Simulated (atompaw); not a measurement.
**A PAW (atompaw) potential for Er, from input to tests**

Do these settings give a usable potential? It is generated, then checked for scattering, ghosts and hardness.

Program: atompaw 4.2.0.5. Reference atom: LDA (PW92), scalar-relativistic, spherical and spin-unpolarised. All values are calculated.

### Step 1. Starting point

Typed settings, in words:

| Item | Value |
| --- | --- |
| element | erbium (Er, Z = 68) |
| type | PAW |
| frozen core | [Kr] 4d10 |
| valence charge | 22 |
| reference configuration | 4f12 5s2 5p6 5d0 6s1.75 6p0 (charge +0.25) |
| partial waves | 5s (bound): rc 1.45 bohr; 6s (bound): rc 1.70 bohr; 5p (bound): rc 2.65 bohr; 6p (bound, empty): rc 2.90 bohr; 5d (bound, empty): rc 2.90 bohr; 5d channel at 0.55 Ry: rc 2.90 bohr; 4f (bound): rc 0.85 bohr; 4f channel at 4.55 Ry: rc 0.85 bohr |
| local potential | vpsmatchnc scheme with l = 4 at 1 Ry, radius 2.60 bohr |
| core correction | smooth core density matched at 1.60 bohr |
| augmentation charge | besselshape compensation charge, radius 2.70 bohr; PAW radius 2.90 bohr; waves and projectors: custom rrkj gramschmidtortho |

The nodes and maxima of the atom's own shells, from an earlier all-electron run, set the scale for the radii.

All-electron outer shells of the reference configuration (LDA (PW92), scalar-relativistic, ld1.x):

```tsv
shell	level (eV)	outermost node (bohr)	outermost maximum (bohr)
4p	-315.47	0.27	0.49
4d	-166.74	0.25	0.51
5s	-53.59	0.60	1.11
5p	-28.09	0.65	1.28
6s	-5.25	1.51	3.26
4f	-4.90	–	0.51
5d	-2.43	0.73	2.08
6p	-2.21	1.86	4.51
```

### Step 2. The generation run

Contents of Er.input:

```
Er 68
LDA-PW scalarrelativistic loggrid 2001 logderivrange -6 5 276
6 6 5 4 0 0
6 0 1.75
6 1 0
5 2 0
4 3 12
0 0 0
c
c
c
c
v
v
c
c
c
v
v
c
c
v
v
3
2.90 2.70 2.60 1.60
n
n
y
0.55
n
y
4.55
n
custom rrkj gramschmidtortho besselshape
4 1 vpsmatchnc
1.45
1.70
2.65
2.90
2.90
2.90
0.85
0.85
PWSCFOUT
UPFDX 0.0125d0 UPFXMIN -7.d0 UPFZMESH 68.d0
END
```

Command:

```console
atompaw < Er.input > Er.log
```

**Question.** What will these runs give? Wanted: cutoffs for 10 and 1 mRy, occupied levels; bound ghosts; largest phase difference near zero energy, channels read; lowest eigenvalue of the overlap; share of valence orbitals outside the PAW sphere; UPF file.

As calculated:

| quantity | value |
| --- | --- |
| cutoffs for 10 and 1 mRy, occupied levels | 300 Ry and over 300 Ry |
| bound ghosts | d at -12.78 eV |
| largest phase difference near zero energy, channels read | 3.116 rad |
| lowest eigenvalue of the overlap (Bessel basis) | 0.208 (s) |
| share of valence orbitals outside the PAW sphere | 5s 0 %, 6s 75 %, 5p 2 %, 6p 93 %, 5d 49 %, 4f 1 % |
| UPF file | written |

It has a bound ghost (d), a state that the atom doesn't have, and that rules the file out. It counts as very hard, with 300 Ry needed at the looser tolerance. The tighter tolerance needs over 300 Ry, and converged work needs a cutoff nearer that. The slowest occupied level is 4f: taken alone it needs 300 Ry to come within 1 mRy, against 25 Ry for 5s. Of the channels read, d scatters worst near zero energy, by up to 3.12 rad. A step near π is an extra or missing state, not a misfit of shape. The pseudo curves have a pole with no partner nearby in the atom's: d at -0.94 Ry. These are tests on the free atom; a crystal test is still owed.
